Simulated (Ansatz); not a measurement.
# Sc: the cost of one run

Computed with Ansatz 0.2.0, driven from Python. Level of theory: DFT PBEsol, plane waves, PAW.

This is Sc in the diamond structure; at room conditions it is hcp.

## Step 1: The structure

Sc Fd-3m: The structure is cubic, space group Fd-3m (No. 227). Conventional cell: a = 6.380 Å, b = 6.380 Å, c = 6.380 Å, α = 90.00°, β = 90.00°, γ = 90.00°. Sc (site symmetry -43m) is surrounded by 4 Sc at 2.76 Å.

Sc Fm-3m: Symmetry: Fm-3m, No. 225, cubic system. Conventional cell: a = 4.640 Å, b = 4.640 Å, c = 4.640 Å, α = 90.00°, β = 90.00°, γ = 90.00°. Around Sc (site symmetry m-3m) lie 12 Sc at 3.28 Å.

The script holds or builds the structure itself.

## Step 2: Script

transition_sc.py reads:

```python
"""Pressure at which two phases of Sc cross."""

from dataclasses import dataclass
import warnings

import ansatz as az
import numpy as np
from tabulate import tabulate


@dataclass(frozen=True)
class RunConfig:
    functional: str = "PBEsol"
    ecut: int = 470
    kspacing: float = 0.3
    occupations: str = "fermi_dirac"
    width_ev: float = 0.1


settings = RunConfig()


def diamond(A, a):
    return az.Crystal.diamond(A, a=a)


def fcc(A, a):
    return (
        az.Lattice.fcc(a)
        .space_group(225)
        .atom(A, [0, 0, 0])
        .primitive()
    )


def ground_state(name, crystal, pressure=0.0):
    calc = crystal.calculation()
    calc = calc.functional(settings.functional)
    calc = calc.basis(settings.ecut)
    calc = calc.kpoints(spacing=settings.kspacing).occupations(settings.occupations, width=settings.width_ev)
    calc = calc.relax(force_tolerance=0.03, max_steps=40, cell=True, pressure=pressure)
    return calc.run(threads=1)


def volume_per_atom(outcome):
    return abs(np.linalg.det(outcome.lattice.cell_ang)) / len(outcome.lattice.sites)


def main() -> None:
    warnings.simplefilter("ignore", az.DeckWarning)

    phases = {}
    phases["diamond"] = diamond("Sc", 6.38)
    phases["fcc"] = fcc("Sc", 4.64)

    # enthalpy per atom at each pressure
    pressures = [0, 15, 30, 45]
    enthalpy, volume = {name: [] for name in phases}, {name: [] for name in phases}
    for p in pressures:
        for name, crystal in phases.items():
            o = ground_state(name, crystal, pressure=p)
            volume[name].append(volume_per_atom(o))
            enthalpy[name].append(o.report["energy_sigma0_ev"] / len(o.lattice.sites) + p * volume[name][-1] / 160.21766)
    gap = np.array(enthalpy["fcc"]) - np.array(enthalpy["diamond"])
    rows = [(p, va, vb, 1000 * d) for p, va, vb, d in zip(pressures, volume["diamond"], volume["fcc"], gap)]
    print(tabulate(rows, headers=["P (GPa)", "V diamond (A^3/atom)", "V fcc (A^3/atom)", "H(fcc) - H(diamond) (meV/atom)"], floatfmt=".4f", tablefmt="github"))
    crossings = [p0 - g0 * (p1 - p0) / (g1 - g0) for p0, p1, g0, g1 in zip(pressures, pressures[1:], gap, gap[1:]) if g0 * g1 < 0]
    print("crossing near", [round(float(p), 1) for p in crossings], "GPa") if crossings else print("no crossing in this range")


if __name__ == "__main__":
    main()
```

## Step 3: Running it

Command:

```bash
python transition_sc.py
```

**Question.** How long does this script take on 1 thread of Arm Neoverse V2, shared host, and how much memory does it need?

About 36 s, with a peak of 0.41 GiB.
